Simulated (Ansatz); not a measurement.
**C₈H₁₆: small, medium and large basis sets**

One table from this session's results is given with a row withheld; the runs are named, their logs left out.

The runs use Ansatz 0.2.0, Gaussian basis; one geometry, several basis sets.

Plan: PBE0-D4/def2-SVP; ωB97M-V/def2-SVP; PBE0-D4/def2-QZVPP; ωB97M-V/def2-QZVPP; the functionals' def2-TZVPP values are taken from earlier runs.

## Structure used throughout

An earlier PBE0-D4 in a triple-zeta def2 set relaxation fixed the geometry.

SMILES `CC/C=C/C(C)(C)C`, 24 atoms, charge 0, spin multiplicity 1.

Atoms are counted from 1 here; the program's logs count them from 0.

Bond lengths: C1–C2 1.525 Å, C1–H9 1.093 Å, C1–H10 1.094 Å, C1–H11 1.093 Å, C2–C3 1.493 Å, C2–H12 1.094 Å, C2–H13 1.097 Å, C3–C4 1.327 Å, C3–H14 1.089 Å, C4–C5 1.504 Å, C4–H15 1.092 Å, C5–C6 1.522 Å, C5–C7 1.532 Å, C5–C8 1.532 Å, C6–H16 1.093 Å, C6–H17 1.093 Å, C6–H18 1.093 Å, C7–H19 1.094 Å and more. Angles: C2–C1–H9 111.3°, C2–C1–H10 111.1°, C2–C1–H11 110.8°, H9–C1–H10 107.7°, H9–C1–H11 108.2°, H10–C1–H11 107.6°, C1–C2–C3 112.5°, C1–C2–H12 110.0°, C1–C2–H13 108.8°, C3–C2–H12 109.5°, C3–C2–H13 109.3°, H12–C2–H13 106.5°, C2–C3–C4 124.7°, C2–C3–H14 115.7°, C4–C3–H14 119.5°, C3–C4–C5 127.8°, C3–C4–H15 118.0°, C5–C4–H15 114.2° and more.

The first run:

File in.yaml:

```yaml
crystal:
  periodic: [false, false, false]
  atoms:
    - {symbol: C, position_ang: [-0.437489, -1.672809, -3.054210]}
    - {symbol: C, position_ang: [0.683200, -0.950038, -2.315150]}
    - {symbol: C, position_ang: [0.384630, -0.767398, -0.863574]}
    - {symbol: C, position_ang: [0.282940, 0.406884, -0.254332]}
    - {symbol: C, position_ang: [-0.028682, 0.669664, 1.193816]}
    - {symbol: C, position_ang: [-0.243625, -0.611755, 1.987392]}
    - {symbol: C, position_ang: [-1.294549, 1.528857, 1.263857]}
    - {symbol: C, position_ang: [1.138034, 1.454073, 1.801500]}
    - {symbol: H, position_ang: [-0.184124, -1.827515, -4.105681]}
    - {symbol: H, position_ang: [-0.632359, -2.653129, -2.610547]}
    - {symbol: H, position_ang: [-1.366231, -1.099010, -3.008167]}
    - {symbol: H, position_ang: [0.867851, 0.025401, -2.775858]}
    - {symbol: H, position_ang: [1.609784, -1.527328, -2.424976]}
    - {symbol: H, position_ang: [0.227259, -1.682517, -0.295179]}
    - {symbol: H, position_ang: [0.439992, 1.308552, -0.849202]}
    - {symbol: H, position_ang: [-1.080515, -1.191465, 1.589883]}
    - {symbol: H, position_ang: [0.647314, -1.244568, 1.972335]}
    - {symbol: H, position_ang: [-0.467109, -0.373996, 3.030597]}
    - {symbol: H, position_ang: [-1.523977, 1.793381, 2.300189]}
    - {symbol: H, position_ang: [-1.170581, 2.457206, 0.699543]}
    - {symbol: H, position_ang: [-2.152051, 0.994149, 0.848275]}
    - {symbol: H, position_ang: [0.924824, 1.717929, 2.841460]}
    - {symbol: H, position_ang: [2.057814, 0.864732, 1.778506]}
    - {symbol: H, position_ang: [1.317672, 2.380701, 1.249513]}
basis:
  gaussian: {orbitals: def2-SVP}
hamiltonian: {xc: pbe0, dispersion: d4}
output: {orbitals: {seedname: orbitals}}
```

Started as:

```
$ ansatz run in.yaml --threads 4 --pin off --events-out ev --progress --plain --max-ram 46080MiB --backend cpu
```

Among the steps run: PBE0-D4 in def2-SVP; ωB97M-V in def2-SVP; PBE0-D4 in def2-QZVPP; ωB97M-V in def2-QZVPP.

One table of the session follows, with a row left open; its other results are not shown here.

It belongs to the step «Density functionals: the series». 

| functional | basis | HOMO (eV) | LUMO (eV) |
| --- | --- | --- | --- |
| PBE0-D4 | def2-SVP | -6.90 | 0.84 |
| PBE0-D4 | def2-TZVPP | -6.94 | 0.64 |
| PBE0-D4 | def2-QZVPP | -6.95 | 0.52 |
| ωB97M-V | def2-SVP | -9.15 | 2.94 |
| ωB97M-V | def2-TZVPP | ? | ? |
| ωB97M-V | def2-QZVPP | -9.19 | 1.71 |

**Question.** Estimate the row for ωB97M-V, def2-TZVPP.

The run gave: HOMO (eV): -9.18; LUMO (eV): 2.51. In the column «HOMO (eV)» it lies between ωB97M-V, def2-QZVPP (-9.19) and ωB97M-V, def2-SVP (-9.15).
